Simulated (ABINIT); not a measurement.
# Cu (Fm-3m) in ABINIT: equation of state

How stiff is Cu in PBE, and what volume does it want? The cell is scaled to several volumes.

All numbers are computed with ABINIT 10.8.3 (patched build); they aren't measurements. Logs are shortened: lines on timing, memory, paths and dates and some standing lists are left out, and cuts for length are marked. The log counts tension as positive stress, the text compression.

**1. The structure**

The structure is cubic, space group Fm-3m (No. 225). Conventional cell: a = 5.561 Å, b = 5.561 Å, c = 5.561 Å, α = 90.00°, β = 90.00°, γ = 90.00°. Around Cu (site symmetry -43m) lie 4 Cu at 2.41 Å. Around Cu (site symmetry m-3m) lie 8 Cu at 2.41 Å.

The cell was built by a generator and needn't be a form met in nature.

**2. Equation of state, PBE**

File run.abi:

```
# Datasets: one volume each
ndtset 7
getwfk -1
scalecart1 3*0.9795861087
scalecart2 3*0.9864848297
scalecart3 3*0.9932883884
scalecart4 3*1.0000000000
scalecart5 3*1.0066227096
scalecart6 3*1.0131594038
scalecart7 3*1.0196128224

# Pseudopotentials
pp_dirpath "./"
pseudos "Cu.GGA_PBE-JTH.xml"

# Structure
acell 3.9322915209 3.9322915209 3.9322915209 Angstrom
rprim
     0.0000000000     0.7071067812     0.7071067812
     0.7071067812     0.0000000000     0.7071067812
     0.7071067812     0.7071067812     0.0000000000
ntypat 1
znucl 29
natom 3
typat 1 1 1
xred
     0.2500000000     0.2500000000     0.2500000000
     0.7500000000     0.7500000000     0.7500000000
     0.5000000000     0.5000000000     0.5000000000

# Plane-wave basis
ecut 26.0
pawecutdg 48.0
pawxcdev 0

# k points
kptopt 1
ngkpt 8 8 8
nshiftk 1
shiftk 0.0 0.0 0.0

# Exchange and correlation
ixc 11

# Bands and occupations
nband 35
occopt 3
tsmear 0.05 eV

# SCF cycle
nstep 100
tolvrs 1.0e-9

# Output
iomode 3
prtwf 1
prtden 0
prteig 0
prtebands 0
```

Potentials or basis: JTH PAW PBE v2.0.

Started as:

```
abinit run.abi > log 2>&1
```

run.abo:

```text
.Version 10.8.3 of ABINIT
 DATASET    1 : space group Fm -3 m (#225); Bravais cF (face-center cubic)
================================================================================
 Values of the parameters that define the memory need for DATASET  1.
     intxc =       0    ionmov =       0      iscf =      17    lmnmax =      18
     lnmax =       6     mgfft =      36  mpssoang =       3    mqgrid =    3001
     natom =       3  nloc_mem =       2    nspden =       1   nspinor =       1
    nsppol =       1      nsym =      48    n1xccc =       1    ntypat =       1
    occopt =       3   xclevel =       2
       mpw =        1747          nfft =       46656          nkpt =          29
 PAW method is used; the additional fine FFT grid is defined by:
   mgfftf=        48    nfftf =    110592
================================================================================
================================================================================
[... 71 lines left out ...]
 DATASET    7 : space group Fm -3 m (#225); Bravais cF (face-center cubic)
================================================================================
 Values of the parameters that define the memory need for DATASET  7.
     intxc =       0    ionmov =       0      iscf =      17    lmnmax =      18
     lnmax =       6     mgfft =      36  mpssoang =       3    mqgrid =    3001
     natom =       3  nloc_mem =       2    nspden =       1   nspinor =       1
    nsppol =       1      nsym =      48    n1xccc =       1    ntypat =       1
    occopt =       3   xclevel =       2
       mpw =        1964          nfft =       46656          nkpt =          29
 PAW method is used; the additional fine FFT grid is defined by:
   mgfftf=        48    nfftf =    110592
================================================================================
================================================================================

--------------------------------------------------------------------------------
------------- Echo of variables that govern the present computation ------------
--------------------------------------------------------------------------------
 -outvars: echo values of preprocessed input variables --------
            acell      7.4309540217E+00  7.4309540217E+00  7.4309540217E+00 Bohr
              amu      6.35460000E+01
             ecut      2.60000000E+01 Hartree
           getwfk          -1
              ixc          11
           jdtset        1    2    3    4    5    6    7
         kptrlatt        8    0    0      0    8    0      0    0    8
          kptrlen1     5.82340747E+01
          kptrlen2     5.86441873E+01
          kptrlen3     5.90486428E+01
          kptrlen4     5.94476322E+01
          kptrlen5     5.98413366E+01
          kptrlen6     6.02299276E+01
          kptrlen7     6.06135680E+01
            natom           3
            nband          35
           ndtset           7
            ngfft          36      36      36
          ngfftdg          48      48      48
             nkpt          29
[... 83 lines left out ...]

 chkinp: Checking input parameters for consistency, jdtset=   1.

 chkinp: Checking input parameters for consistency, jdtset=   2.
[... 40 lines left out ...]
 getcut: wavevector=  0.0000  0.0000  0.0000  ngfft=  48  48  48
         ecut(hartree)=     48.000   => boxcut(ratio)=   2.11431

--- Pseudopotential description ------------------------------------------------
- pspini: atom type   1  psp file is ./Cu.GGA_PBE-JTH.xml
 Pseudopotential format is: paw10
 basis_size (lnmax)=  6 (lmn_size= 18), orbitals=   0   0   1   1   2   2
 Spheres core radius: rc_sph= 2.00090475
 Shapefunction is SIN type: shapef(r)=[sin(pi*r/rshp)/(pi*r/rshp)]**2
 Radius for shape functions =  1.80603571
 Compensation charge density is not taken into account in XC energy/potential

   6.36317926E+03                                ecore*ucvol(ha*bohr**3)
--------------------------------------------------------------------------------

================================================================================

--- !BeginCycle
iteration_state: {dtset: 1, }
solver: {iscf: 17, nstep: 100, nline: 4, wfoptalg: 10, }
tolerances: {tolvrs: 1.00E-09, }
...
[... 1374 lines left out ...]
-Cartesian components of stress tensor (GPa)         [Pressure= -5.0915E+00 GPa]
- sigma(1 1)=  5.09147304E+00  sigma(3 2)=  0.00000000E+00
- sigma(2 2)=  5.09147304E+00  sigma(3 1)=  0.00000000E+00
- sigma(3 3)=  5.09147304E+00  sigma(2 1)=  0.00000000E+00

== END DATASET(S) ==============================================================
================================================================================

 -outvars: echo values of variables after computation  --------
            acell      7.4309540217E+00  7.4309540217E+00  7.4309540217E+00 Bohr
           etotal1    -5.9384694107E+02
           etotal2    -5.9384810846E+02
           etotal3    -5.9384877032E+02
           etotal4    -5.9384898436E+02
           etotal5    -5.9384880209E+02
           etotal6    -5.9384826782E+02
           etotal7    -5.9384741836E+02
            fcart1     4.7680825012E-31 -7.4927010733E-31 -4.0869278582E-31
                      -9.5361650024E-31  6.8115464303E-31  8.1738557163E-31
                       4.7680825012E-31  6.8115464303E-32 -4.0869278582E-31
            fcart2    -1.6233388032E-30 -1.3527823360E-30  2.9761211392E-30
                       2.4350082048E-30  2.7055646720E-31 -1.8938952704E-30
                      -8.1166940161E-31  1.0822258688E-30 -1.0822258688E-30
            fcart3    -8.0610984763E-31 -2.6870328254E-31  1.3435164127E-30
                       1.2091647714E-30  1.3435164127E-31 -1.4778680540E-30
                      -4.0305492381E-31  1.3435164127E-31  1.3435164127E-31
            fcart4    -1.8682989533E-30 -8.0069955142E-31  2.9358983552E-30
[... 52 lines left out ...]
           xangst3     1.3809440142E+00  1.3809440142E+00  1.3809440142E+00
                       4.1428320427E+00  4.1428320427E+00  4.1428320427E+00
                       2.7618880284E+00  2.7618880284E+00  2.7618880284E+00
           xangst4     1.3902750000E+00  1.3902750000E+00  1.3902750000E+00
                       4.1708250001E+00  4.1708250001E+00  4.1708250001E+00
                       2.7805500001E+00  2.7805500001E+00  2.7805500001E+00
           xangst5     1.3994823876E+00  1.3994823876E+00  1.3994823876E+00
                       4.1984471629E+00  4.1984471629E+00  4.1984471629E+00
                       2.7989647753E+00  2.7989647753E+00  2.7989647753E+00
           xangst6     1.4085701902E+00  1.4085701902E+00  1.4085701902E+00
                       4.2257105705E+00  4.2257105705E+00  4.2257105705E+00
                       2.8171403803E+00  2.8171403803E+00  2.8171403803E+00
           xangst7     1.4175422167E+00  1.4175422167E+00  1.4175422167E+00
                       4.2526266501E+00  4.2526266501E+00  4.2526266501E+00
                       2.8350844334E+00  2.8350844334E+00  2.8350844334E+00
             xred      2.5000000000E-01  2.5000000000E-01  2.5000000000E-01
                       7.5000000000E-01  7.5000000000E-01  7.5000000000E-01
                       5.0000000000E-01  5.0000000000E-01  5.0000000000E-01
 Calculation completed.
```

Run time: 9.1 min. Hardware: 1 thread of Arm Neoverse V2, shared host; peak memory 0.19 GiB.

What came out:

* Equilibrium volume: 14.34 Å³/atom
* Bulk modulus: 100 GPa
* Pressure derivative of the bulk modulus: 5.0

Energy against volume, from the lowest point:
```
volume (Å³/atom)  energy (meV/atom)
          13.472              18.53
          13.759               7.94
          14.045               1.94
          14.332               0.00
          14.618               1.65
          14.905               6.50
          15.192              14.20
```

Caveat: pressures at fixed basis lie under the slope of the energies.
